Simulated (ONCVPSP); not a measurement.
**Pseudopotential generation for niobium: ONCV, PBE**

Do these settings give a usable potential? It is generated, then checked for transferability, scattering, ghosts and hardness.

Program: ONCVPSP 4.0.1. Reference atom: PBE, scalar-relativistic, spherical and spin-unpolarised. All values are calculated.

### Step 1. Settings

Typed settings, in words:

```json
{
  "element": "niobium (Nb, Z = 41)",
  "type": "optimised norm-conserving Vanderbilt (ONCV)",
  "frozen core": "[Ar] 3d10 4s2",
  "valence charge": "11",
  "reference configuration": "4p6 4d4 5s0.5 (charge +0.5)",
  "partial waves": "5s: rc 2.60 bohr, ncon 4, nbas 7, qcut 2.4 1/bohr, 1 projector; 4p: rc 1.80 bohr, ncon 3, nbas 6, qcut 9.6 1/bohr, 2 projectors, debl 3.3 Ha; 4d: rc 2.70 bohr, ncon 4, nbas 8, qcut 7 1/bohr, 3 projectors, debl 0.8 Ha",
  "local potential": "polynomial inside 1.15 bohr (lpopt 4, dvloc0 -1 Ha)",
  "core correction": "Teter function, fcfact 3.5, rcfact 1.5"
}
```

### Step 2. Generating the potential

File Nb.dat:

```
# ATOM AND REFERENCE CONFIGURATION
# atsym  z   nc   nv     iexc    psfile
  Nb 41.00    7    3        4      upf
#
#   n    l    f
    1    0    2.00
    2    0    2.00
    2    1    6.00
    3    0    2.00
    3    1    6.00
    3    2   10.00
    4    0    2.00
    4    1    6.00
    4    2    4.00
    5    0    0.50
#
# PSEUDOPOTENTIAL AND OPTIMIZATION
# lmax
    2
#
#   l,   rc,      ep,       ncon, nbas, qcut
    0    2.60    0.00    4    7    2.40
    1    1.80    0.00    3    6    9.60
    2    2.70    0.00    4    8    7.00
#
# LOCAL POTENTIAL
# lloc, lpopt,  rc(5),   dvloc0
    4    4    1.15   -1.00
#
# VANDERBILT-KLEINMAN-BYLANDER PROJECTORs
# l, nproj, debl
    0    1    0.50
    1    2    3.30
    2    3    0.80
#
# MODEL CORE CHARGE
# icmod, fcfact, rcfact
    3    3.50    1.50
#
# LOG DERIVATIVE ANALYSIS
# epsh1, epsh2, depsh
   -3.00    5.00    0.02
#
# OUTPUT GRID
# rlmax, drl
    6.00    0.01
#
# TEST CONFIGURATIONS
# ncnf
    4
# nvcnf
#   n    l    f
    3
    4    1    6.00
    4    2    4.00
    5    0    1.00
#
    3
    4    1    6.00
    4    2    4.00
    5    0    0.00
#
    3
    4    1    6.00
    4    2    3.00
    5    0    0.00
#
    3
    4    1    6.00
    4    2    3.00
    5    0    2.00
#
```

On the command line:

```sh
$ oncvpsp.x < Nb.dat > Nb.out
```

Before running it: what results should come out? Wanted: cutoffs for 1 and 0.1 mHa per electron, occupied waves; bound ghosts; GHOST(+) flags; largest test error; largest phase difference near zero energy, channels read; rms error of d²Exc/dn², without and with the model core.

**Answer**, as computed:

| quantity | value |
| --- | --- |
| cutoffs for 1 and 0.1 mHa per electron, occupied waves | 21 Ha and 26 Ha |
| bound ghosts | s at -148.13 eV |
| GHOST(+) flags | none at low energy |
| largest test error (AE − PS) | -34 meV, for 4p6 4d3 5s2 (1 test unsolved) |
| largest phase difference near zero energy, channels read | 0.059 rad |
| rms error of d²Exc/dn², without and with the model core | 3.03 and 0.73 mHa |

In words: A bound ghost (s) makes it unfit for use: electrons can fall into a state that the atom doesn't have. By total energies transferability is fair where solved: the largest error is 34 meV on 3.2 eV, for 4p6 4d3 5s2. Of the tests 1 gave no usable energy difference, which is a warning in itself. It counts as of middling hardness, with 21 Ha needed at the looser tolerance. At the looser tolerance the 4p wave is the slowest; 4d needs 13 Ha. Near zero energy the largest phase difference among the channels read is 0.06 rad, in the s channel. All of this concerns the isolated atom, not yet a solid.
